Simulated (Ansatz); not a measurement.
GdO:

```
Gd O
1.0
     0.00000    2.70000    2.70000
     2.70000    0.00000    2.70000
     2.70000    2.70000    0.00000
Gd O
1 1
Direct
  0.00000 0.00000 0.00000
  0.75000 0.75000 0.75000
```

Base run:

```yaml
Program: Ansatz 0.2.0
Functional: PBE
Potentials_or_basis: Ansatz PAW
Cutoff: 420 eV
Density_cutoff: 1680 eV
k_mesh: 9 × 9 × 9
Occupations: fermi-dirac, width 0.05 eV
Spin: collinear spin, ferromagnetic start
Starting_moments: "[7.0, 0.0] μB"
Hubbard_terms: Gd f U = 4 eV
```

Its results: band gap on the k mesh none (metal or under the smearing width); pressure -0.4 GPa; net moment 7.91 μB per cell; site moments Gd +7.01; O +0.02 μB.

Question: After a change of settings the same cell gave: band gap on the k mesh none (metal or under the smearing width); pressure -4.2 GPa; net moment 7.88 μB per cell; site moments Gd +7.00; O +0.01 μB. Which change was it?
A. functional from PBE to PBEsol
B. functional from PBE to r2SCAN; cutoff from 420 eV to 500 eV; density cutoff from 1680 eV to 2000 eV; hubbard terms from Gd f U = 4 eV to none; hubbard projectors from ortho-atomic (the default) to none
C. functional from PBE to PBEsol; hubbard terms from Gd f U = 4 eV to none; hubbard projectors from ortho-atomic (the default) to none
D. hubbard terms from Gd f U = 4 eV to none; hubbard projectors from ortho-atomic (the default) to none

Answer: A.

PBEsol binds more tightly than PBE, so the same cell stands under less pressure.

Caveats: the magnetic or orbital state may not be the lowest; spin-orbit coupling is left out, which moves the levels of the heavy elements; a cell with one magnetic atom can't hold antiferromagnetic order, which such compounds often take; the PAW data sets come from PBE, with cores solved anew for the run's functional, which leaves a small shift of forces and pressure (some runs); the density of states is complete only up to the lowest level of the last band computed (some runs).

Not every run made on this cell is shown here.
